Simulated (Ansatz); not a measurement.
Geometry optimisation, Ansatz, DFT LDA, scalar-relativistic, plane waves, PAW.

Input file:

```yaml
crystal:
  lattice:
    - [6.98, 0.0, 0.0]
    - [5.235, 7.403408, 0.0]
    - [0.0, 0.0, 21.871211]
  atoms:
    - { symbol: Li, position: [0.0, 0.0, 0.0457222] }
    - { symbol: Li, position: [0.5, 0.0, 0.0457222] }
    - { symbol: Li, position: [0.0, 0.3333333, 0.0457222] }
    - { symbol: Li, position: [0.5, 0.3333333, 0.0457222] }
    - { symbol: Li, position: [0.0, 0.6666667, 0.0457222] }
    - { symbol: Li, position: [0.5, 0.6666667, 0.0457222] }
    - { symbol: Li, position: [-0.25, 0.3333333, 0.1585556] }
    - { symbol: Li, position: [0.25, 0.3333333, 0.1585556] }
    - { symbol: Li, position: [-0.25, 0.6666667, 0.1585556] }
    - { symbol: Li, position: [0.25, 0.6666667, 0.1585556] }
    - { symbol: Li, position: [-0.25, 1.0, 0.1585556] }
    - { symbol: Li, position: [0.25, 1.0, 0.1585556] }
    - { symbol: Li, position: [0.0, 0.0, 0.271389] }
    - { symbol: Li, position: [0.5, 0.0, 0.271389] }
    - { symbol: Li, position: [0.0, 0.3333333, 0.271389] }
    - { symbol: Li, position: [0.5, 0.3333333, 0.271389] }
    - { symbol: Li, position: [0.0, 0.6666667, 0.271389] }
    - { symbol: Li, position: [0.5, 0.6666667, 0.271389] }
    - { symbol: Li, position: [-0.25, 0.3333333, 0.3842224] }
    - { symbol: Li, position: [0.25, 0.3333333, 0.3842224] }
    - { symbol: Li, position: [-0.25, 0.6666667, 0.3842224] }
    - { symbol: Li, position: [0.25, 0.6666667, 0.3842224] }
    - { symbol: Li, position: [-0.25, 1.0, 0.3842224] }
    - { symbol: Li, position: [0.25, 1.0, 0.3842224] }
    - { symbol: Li, position: [0.0, 0.0, 0.4970557] }
    - { symbol: Li, position: [0.5, 0.0, 0.4970557] }
    - { symbol: Li, position: [0.0, 0.3333333, 0.4970557] }
    - { symbol: Li, position: [0.5, 0.3333333, 0.4970557] }
    - { symbol: Li, position: [0.0, 0.6666667, 0.4970557] }
    - { symbol: Li, position: [0.5, 0.6666667, 0.4970557] }
    - { symbol: F, position: [0.2531742, 0.6756828, 0.5926151] }
    - { symbol: H, position: [0.1059182, 0.7560031, 0.610904] }
basis:
  ecutwfc: 420.0
kpoints:
  mp_grid: { grid: [4, 3, 1] }
hamiltonian:
  xc: lda
scf:
  occupations: { method: gaussian, width: 0.05 }
  lower_state_search: "off"
relax:
  f_tol: 0.03
  max_steps: 60
  adjacent_minimum: "off"
  constraints: [{ sites: [0, 1, 2, 3, 4, 5] }]
```

Run as:

```bash
$ ansatz run input.yaml --threads 4 --pin off --max-ram 10240MiB --backend cpu --events-out ev --progress --plain --runs-dir out
```

Question: Where does it end, and by what steps?

Answer: It converged. The force dipped under the threshold on the way, but the program's further checks kept it going. Limits of this set-up: coarse k mesh, slab without dipole correction, no dispersion correction for a molecule that may bind weakly. After 26 steps the energy has fallen by 3.763 eV; H32 moved furthest, 3.62 Å. Parted: F31–H32 (0.94 → 2.51 Å). Joined: Li15–Li24 (3.49 → 3.07 Å), Li21–Li26 (3.49 → 2.90 Å), Li21–Li27 (3.49 → 3.04 Å), Li22–Li25 (3.49 → 2.76 Å), Li22–H32 (5.03 → 1.76 Å), Li25–H32 (3.12 → 1.69 Å).

| step | energy less start (eV) | largest force component (eV/Å) | accepted |
| --- | --- | --- | --- |
| 0 | 0.0000 | 0.506 | yes |
| 1 | -0.1468 | 0.143 | yes |
| 2 | -0.2268 | 0.282 | yes |
| 3 | -0.3091 | 0.219 | yes |
| 4 | -0.3949 | 0.159 | yes |
| 5 | -0.4591 | 0.168 | yes |
| 6 | -0.5089 | 0.158 | yes |
| 7 | -0.5546 | 0.119 | yes |
| 8 | -0.6002 | 0.120 | yes |
| 9 | -0.6586 | 0.174 | yes |
| 10 | -0.7055 | 0.412 | yes |
| 11 | -0.8111 | 0.981 | yes |
| 12 | -1.1352 | 1.817 | yes |
| 13 | -1.7194 | 1.965 | yes |
| 14 | -2.2602 | 1.689 | yes |
| 15 | -2.7177 | 1.421 | yes |
| 16 | -3.1370 | 0.995 | yes |
| 17 | -3.3937 | 0.390 | yes |
| 18 | -3.4714 | 0.112 | yes |
| 19 | -3.5162 | 0.115 | yes |
| 20 | -3.5710 | 0.202 | yes |
| 21 | -3.6469 | 0.284 | yes |
| 22 | -3.7093 | 0.109 | yes |
| 23 | -3.7458 | 0.111 | yes |
| 24 | -3.7536 | 0.189 | yes |
| 25 | -3.7626 | 0.015 | yes |
| 26 | -3.7626 | 0.015 | yes |

```xyz
32
Lattice="6.9800 0.0000 0.0000 5.2350 7.4034 0.0000 0.0000 0.0000 21.8712" Properties=species:S:1:pos:R:3
Li 0.000 0.000 1.000
Li 3.490 0.000 1.000
Li 1.745 2.468 1.000
Li 5.235 2.468 1.000
Li 3.490 4.936 1.000
Li 6.980 4.936 1.000
Li 0.032 2.429 3.219
Li 3.484 2.393 3.205
Li 1.784 4.907 3.280
Li 5.221 4.889 3.267
Li 3.537 7.377 3.181
Li 6.951 7.337 3.215
Li -0.059 0.104 5.594
Li 3.522 0.072 5.433
Li 1.747 2.607 5.553
Li 5.223 2.595 5.476
Li 3.499 5.048 5.721
Li 6.959 5.029 5.670
Li -0.178 2.542 7.888
Li 3.617 2.750 7.816
Li 1.636 4.953 8.098
Li 5.322 5.333 8.075
Li 3.271 7.610 7.869
Li 7.118 7.820 7.697
Li 0.051 0.035 9.857
Li 3.300 -0.339 10.091
Li 1.740 2.542 9.952
Li 5.050 2.224 10.477
Li 3.871 4.791 10.459
Li 6.412 4.605 10.559
F 5.044 3.735 11.271
H 5.253 5.748 9.786
```

Whether the end is a true minimum wasn't checked by a vibrational analysis.

The run took 3.1 min on 4 threads of Intel(R) Xeon(R) 6975P-C (Granite Rapids), with other jobs on the host, peak memory 2.1 GiB.
